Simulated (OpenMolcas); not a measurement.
# C2H7NSi (SMILES C=NC[SiH3]) at 6 levels

Wanted: a comparison of 6 runs (HF/3-21G, B2PLYP/cc-pVDZ, BLYP/cc-pVDZ, SVWN5/cc-pVDZ, TPSS/cc-pVDZ, MP2/cc-pVDZ) of C2H7NSi. 

The calculation is run with OpenMolcas 26.06.

1 further run of the same task is left out (set aside as unsound or not needed).

## Step 1: The molecule

The species is C2H7NSi (11 atoms), meant as a singlet with charge 0. SMILES: `C=NC[SiH3]`. The Si4–H10 distance was set to 1.707 Å, away from the relaxed value.

Bond lengths: C1–N2 1.259 Å, N2–C3 1.436 Å, C3–Si4 1.892 Å, C1–H5 1.089 Å, C1–H6 1.099 Å, C3–H7 1.095 Å, C3–H8 1.102 Å, Si4–H9 1.487 Å, Si4–H11 1.488 Å. Some angles: C1–N2–C3 118.6°, N2–C3–Si4 109.5°, N2–C1–H5 119.2°, N2–C1–H6 123.3°, N2–C3–H7 109.0°, N2–C3–H8 113.6°, Si4–C3–H7 106.9°, Si4–C3–H8 109.5°, C3–Si4–H9 109.5°, C3–Si4–H11 108.9°. A long bond or contact: Si4–H10 1.707 Å.

## Step 2: The energy at HF/3-21G (run 1)

mol.inp reads:

```
&gateway
baslib=$CurrDir
coord
11
angstrom
C       -0.506460       1.933152       0.530701
N       -0.865660       0.776952       0.184801
C       -0.166060      -0.353148       0.729401
Si       0.839240      -1.193548      -0.635899
H       -1.012960       2.797352       0.103601
H        0.299840       2.122852       1.253401
H       -0.896960      -1.087548       1.084701
H        0.498140      -0.097848       1.571301
H        1.862540      -0.247448      -1.153099
H       -0.179800      -1.683000      -1.914500
H        1.522840      -2.386248      -0.065599
basis=3-21G
group=NoSym
&seward
&scf
thresholds=1e-10 1e-07 1e-07 1e-05
prorbitals=0
```

The basis set 3-21G is read from a file made from the Basis Set Exchange's data (not shown).

Run with:

```bash
$ export MOLCAS_MEM=1860
$ pymolcas mol.inp > mol.log
```

Output:

```text
--- Start Module: gateway ---
[...]
--- Stop Module: gateway /rc=_RC_ALL_IS_WELL_ ---
--- Start Module: seward ---
[...]
      Basis functions           54
--- Stop Module: seward /rc=_RC_ALL_IS_WELL_ ---
[...]
--- Start Module: scf ---
[...]
       Convergence after  14 Iterations
[...]
::    Total SCF energy                               -420.8466706857
[...]
      Total spin, S                                     0.0000000000
[...]
      Total electronic charge=   40.000000
      Total            charge=   -0.000000
[...]
      Dipole Moment (debye):
      Origin of the operator (angstrom)=    0.0739   -0.0567    0.0110
                   X=  1.2721E+00               Y=  5.5111E-01               Z=  1.6684E+00           Total=  2.1692E+00
      Quadrupole Moment (debye*angstrom):
[...]
--- Stop Module: scf /rc=_RC_ALL_IS_WELL_ ---
[...]
```

Run time: 3.9 s. Hardware: 1 thread of AMD EPYC 7R43 (Zen 3), shared host; peak memory 0.39 GiB.

## Step 3: A single-point energy at B2PLYP/cc-pVDZ (run 2)

coord.xyz reads:

```xyz
11

C     -0.506460     1.933152     0.530701
N     -0.865660     0.776952     0.184801
C     -0.166060    -0.353148     0.729401
Si     0.839240    -1.193548    -0.635899
H     -1.012960     2.797352     0.103601
H      0.299840     2.122852     1.253401
H     -0.896960    -1.087548     1.084701
H      0.498140    -0.097848     1.571301
H      1.862540    -0.247448    -1.153099
H     -0.179800    -1.683000    -1.914500
H      1.522840    -2.386248    -0.065599
```

test.inp reads:

```
&GATEWAY
BasLib
$CurrDir
Coord
coord.xyz
Basis
cc-pVDZ
Group
NoSym
&SEWARD
GridInput
Grid=UltraFine
End of Grid
&SCF
KSDFT
B2PLYP_SCF
Thresholds
1e-10 1e-07 1e-07 1e-05
PrOrbitals
1 2
&MBPT2
Frozen
8
```

The basis set cc-pVDZ is read from a file made from the Basis Set Exchange's data (not shown).

Run with:

```bash
$ export MOLCAS_MEM=1860
$ pymolcas test.inp > test.log
```

Output:

```text
--- Start Module: gateway ---
[...]
--- Stop Module: gateway /rc=_RC_ALL_IS_WELL_ ---
[...]
      Basis functions           95
[...]
--- Start Module: scf ---
[...]
       Convergence after  15 Iterations
[...]
::    Total KS-DFT energy                            -424.1558621563
[...]
      Total spin, S                                     0.0000000000
[...]
      Total electronic charge=   40.000000
      Total            charge=   -0.000000
[...]
      Dipole Moment (debye):
      Origin of the operator (angstrom)=    0.0739   -0.0567    0.0110
                   X=  8.8350E-01               Y=  6.3789E-01               Z=  1.4397E+00           Total=  1.8056E+00
      Quadrupole Moment (debye*angstrom):
[...]
--- Stop Module: scf /rc=_RC_ALL_IS_WELL_ ---
[...]
--- Start Module: mbpt2 ---
[...]
 ###    WARNING: MP2 implementation intended for RHF references only         ###
 ###############################################################################
MBPT2 WARNING: Reference function according to RunFile:KS-DFT
I'll assume you know what you're doing and continue
WARNING!
Default frozen orbitals as non valence orbitals is overwritten by user input.
Default values:   5
[...]
       Reference weight ( Cref**2 )         =        0.75854
::    Total MBPT2 energy                             -424.8289923991
[...]
      Total MBPT2 calculations                           0.48      0.55
--- Stop Module: mbpt2 /rc=_RC_ALL_IS_WELL_ ---
[...]
```

Wall time 52 s (1 thread of AMD EPYC 7R43 (Zen 3), shared host); peak memory 0.52 GiB.

Run 3 isn't shown in full; the table further down has it.

## Step 4: A single-point energy at SVWN5/cc-pVDZ (run 4)

mol.inp reads:

```
>>> EXPORT MOLCAS_PRINT=2

&GATEWAY
  BasLib=$CurrDir
  Coord
  11
  angstrom
  C       -0.506460       1.933152       0.530701
  N       -0.865660       0.776952       0.184801
  C       -0.166060      -0.353148       0.729401
  Si       0.839240      -1.193548      -0.635899
  H       -1.012960       2.797352       0.103601
  H        0.299840       2.122852       1.253401
  H       -0.896960      -1.087548       1.084701
  H        0.498140      -0.097848       1.571301
  H        1.862540      -0.247448      -1.153099
  H       -0.179800      -1.683000      -1.914500
  H        1.522840      -2.386248      -0.065599
  Basis=cc-pVDZ
  Group=NoSym

&SEWARD
  GridInput
  Grid=UltraFine
  End of Grid

&SCF
  KSDFT=SVWN5
  Thresholds=1e-10 1e-07 1e-07 1e-05
  PrOrbitals=1 2
```

The basis set cc-pVDZ is read from a file made from the Basis Set Exchange's data (not shown).

Run with:

```bash
$ export MOLCAS_MEM=1860
$ pymolcas mol.inp > mol.log
```

Output:

```text
--- Start Module: gateway ---
[...]
--- Stop Module: gateway /rc=_RC_ALL_IS_WELL_ ---
--- Start Module: seward ---
[...]
      Basis functions           95
--- Stop Module: seward /rc=_RC_ALL_IS_WELL_ ---
[...]
--- Start Module: scf ---
[...]
       Convergence after  16 Iterations
[...]
::    Total KS-DFT energy                            -422.2367765088
[...]
      Total spin, S                                     0.0000000000
[...]
      Total electronic charge=   40.000000
      Total            charge=   -0.000000
[...]
      Dipole Moment (debye):
      Origin of the operator (angstrom)=    0.0739   -0.0567    0.0110
                   X=  7.1085E-01               Y=  4.1386E-01               Z=  1.2527E+00           Total=  1.4986E+00
      Quadrupole Moment (debye*angstrom):
[...]
--- Stop Module: scf /rc=_RC_ALL_IS_WELL_ ---
[...]
```

Wall time 39 s (1 thread of AMD EPYC 7R43 (Zen 3), shared host); peak memory 0.52 GiB.

Run 5 isn't shown in full; the table further down has it.

## Step 5: The energy at MP2/cc-pVDZ (run 6)

calc.input reads:

```
&GATEWAY
BasLib = $CurrDir
Coord
11
angstrom
C       -0.506460       1.933152       0.530701
N       -0.865660       0.776952       0.184801
C       -0.166060      -0.353148       0.729401
Si       0.839240      -1.193548      -0.635899
H       -1.012960       2.797352       0.103601
H        0.299840       2.122852       1.253401
H       -0.896960      -1.087548       1.084701
H        0.498140      -0.097848       1.571301
H        1.862540      -0.247448      -1.153099
H       -0.179800      -1.683000      -1.914500
H        1.522840      -2.386248      -0.065599
Basis = cc-pVDZ
Group = NoSym
&SEWARD
&SCF
Thresholds = 1e-10 1e-07 1e-07 1e-05
PrOrbitals = 1 2
&MBPT2
Frozen = 8
```

The basis set cc-pVDZ is read from a file made from the Basis Set Exchange's data (not shown).

Run with:

```bash
$ export MOLCAS_MEM=1860
$ pymolcas calc.input > calc.log
```

Output:

```text
--- Start Module: gateway ---
[...]
--- Stop Module: gateway /rc=_RC_ALL_IS_WELL_ ---
[...]
      Basis functions           95
[...]
--- Start Module: scf ---
[...]
       Convergence after  14 Iterations
[...]
::    Total SCF energy                               -423.1493937068
[...]
      Total spin, S                                     0.0000000000
[...]
      Total electronic charge=   40.000000
      Total            charge=   -0.000000
[...]
      Dipole Moment (debye):
      Origin of the operator (angstrom)=    0.0739   -0.0567    0.0110
                   X=  1.0099E+00               Y=  7.9535E-01               Z=  1.5800E+00           Total=  2.0369E+00
      Quadrupole Moment (debye*angstrom):
[...]
--- Stop Module: scf /rc=_RC_ALL_IS_WELL_ ---
[...]
--- Start Module: mbpt2 ---
[...]
WARNING!
Default frozen orbitals as non valence orbitals is overwritten by user input.
Default values:   5
[...]
       Reference weight ( Cref**2 )         =        0.83255
::    Total MBPT2 energy                             -423.6936530729
[...]
      Total MBPT2 calculations                           0.58      0.65
--- Stop Module: mbpt2 /rc=_RC_ALL_IS_WELL_ ---
[...]
```

Wall time 14 s (1 thread of AMD EPYC 7R43 (Zen 3), shared host); peak memory 0.52 GiB.

## Step 6: All runs side by side

```
run           level  frozen core orbitals  integration grid  energy (Eh)  dipole moment (D) of the reference  HOMO energy (eV)  LUMO energy (eV)  wall time
  1        HF/3-21G                     –                 –  -420.846671                                2.17            -10.70              4.17      3.9 s
  2  B2PLYP/cc-pVDZ                     8         UltraFine  -424.337607                                1.81             -8.75              1.39       52 s
  3    BLYP/cc-pVDZ                     –         UltraFine  -424.541878                                1.51             -5.66             -1.15       58 s
  4   SVWN5/cc-pVDZ                     –         UltraFine  -422.236777                                1.50             -5.82             -1.53       39 s
  5    TPSS/cc-pVDZ                     –         UltraFine  -424.674357                                1.60             -5.91             -1.11       81 s
  6     MP2/cc-pVDZ                     8                 –  -423.693653                                2.04            -10.69              3.90       14 s
```

## Step 7: What came out

| quantity | value |
| --- | --- |
| run 6: total energy | -423.69365 Eh |
| run 6: dipole moment (mean-field density) | 2.04 D |
| run 6: HOMO energy (Hartree–Fock orbitals) | -10.69 eV |
| run 6: LUMO energy (Hartree–Fock orbitals) | 3.90 eV |
| run 6: HOMO–LUMO gap (Hartree–Fock orbitals) | 14.59 eV |
| run 6: correlation energy (8 core orbitals frozen) | -544.3 mEh |

In words: Over runs 1, 2, 3, 4, 5 the dipole moment (its size) runs from 1.50 D (SVWN5/cc-pVDZ) to 2.17 D (HF/3-21G). The two ends differ in method and basis. Over runs 1, 2, 3, 4, 5 the HOMO–LUMO gap runs from 4.30 eV (SVWN5/cc-pVDZ) to 14.86 eV (HF/3-21G). For B2PLYP the log adds the whole second-order term; the table takes 0.27 of it, as the functional is defined. Totals of different functionals can't be ranked against each other. All runs together took 4.1 min, the longest 81 s.
